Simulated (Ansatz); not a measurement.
# AsH+ (doublet): wave-function methods side by side at distance As1–H2 = 2.135 Å, cc-pVTZ

How much of the correlation energy of AsH+ (doublet) does each wave-function method recover here?

Method: cc-pVTZ, core rule «outside noble gas», up to 14 orbitals frozen; program: Ansatz 0.2.0, Gaussian basis.

Plan: UHF; CCSD(T) on ROHF; CCSD(T) on UHF; BCCD(T) on ROHF; CISD; CCSDT(Q) on ROHF; CCSDT(Q) on UHF; CASSCF and MRCISD+Q, 3 electrons in 3 orbitals; CASSCF and NEVPT2, 3 electrons in 3 orbitals; CASSCF and MRCISD+Q, 5 electrons in 5 orbitals; CASSCF and NEVPT2, 5 electrons in 5 orbitals; Full CI.

17 further runs of the same task are left out: 14 that didn't finish, 3 set aside as unsound or not needed.

**1. The geometry**

The geometry derives from a PBE0/def2-TZVP stationary point (not a proven minimum). One bond is set to the value named and the two fragments are kept rigid. No spin-orbit coupling is included. The filled d shell of As may be among the frozen orbitals whatever the setting's name suggests; the logs give the count.

2 atoms, charge 1, spin multiplicity 2.

Atoms are counted from 1 here; the program's logs count them from 0.

No contacts short enough for the rule that draws bonds.

**2. UHF**

File in.yaml:

```yaml
crystal:
  periodic: [false, false, false]
  atoms:
    - {symbol: As, position_ang: [0.000000, 0.000000, 0.000000]}
    - {symbol: H, position_ang: [0.000000, 0.000000, 2.135000]}
basis:
  gaussian: {orbitals: cc-pVTZ}
total_charge: 1
magnetization: {spin_polarized: true, initial_magnetization: 1}
hamiltonian: {xc: hf}
output: {orbitals: {seedname: orbitals}}
```

Run with:

```
ansatz run in.yaml --threads 1 --pin off --events-out ev --progress --plain --max-ram 2393MiB
```

Further steps of the session: CCSD(T) on ROHF; CCSD(T) on UHF; BCCD(T) on ROHF; CISD; CCSDT(Q) on ROHF; CCSDT(Q) on UHF; CASSCF and MRCISD+Q, 3 electrons in 3 orbitals; CASSCF and NEVPT2, 3 electrons in 3 orbitals; CASSCF and MRCISD+Q, 5 electrons in 5 orbitals; CASSCF and NEVPT2, 5 electrons in 5 orbitals; Full CI.

Q: Predict the results of all the runs planned. Wanted: FCI below the RHF energy; RMP2 from FCI; UMP2 from FCI; RCCSD from FCI; RCCSD(T) from FCI; UCCSD(T) from FCI; RCCSDT(Q) from FCI; UCCSDT(Q) from FCI; NEVPT2 pair from FCI.

As calculated:

| quantity | value |
| --- | --- |
| FCI below the RHF energy | -3.4148 eV |
| RMP2 from FCI | +910.3 meV |
| UMP2 from FCI | +1106.3 meV |
| RCCSD from FCI | +139.6 meV |
| RCCSD(T) from FCI | +29.1 meV |
| UCCSD(T) from FCI | +38.0 meV |
| RCCSDT(Q) from FCI | +0.4 meV |
| UCCSDT(Q) from FCI | -2.0 meV |
| NEVPT2 pair from FCI | +535.6 meV |
| NEVPT2 valence from FCI | +464.1 meV |
| MRCISD+Q valence from FCI | +9.1 meV |
| levels within 1 kcal/mol (43 meV) | RCCSD(T), UCCSD(T), BCCD(T), RCCSDT, UCCSDT, RCCSDT(Q), UCCSDT(Q), MRCISD+Q valence |
| T1 diagnostic | 0.029 |
| effectively unpaired electrons | 1.18 |

In words: RCCSD(T) lands +29.1 meV from the yardstick (0.9 % of the correlation energy). UCCSDT(Q) falls below full CI: unrestricted runs freeze a spin-polarised core, another one than full CI's, and coupled cluster isn't variational. One determinant dominates. Of the multireference levels listed MRCISD+Q valence comes nearest in total energy (+9.1 meV), which doesn't show that its space is the better one. These misses are within one basis, not against nature; the frozen cores of restricted and unrestricted runs differ, which can shift their rows.
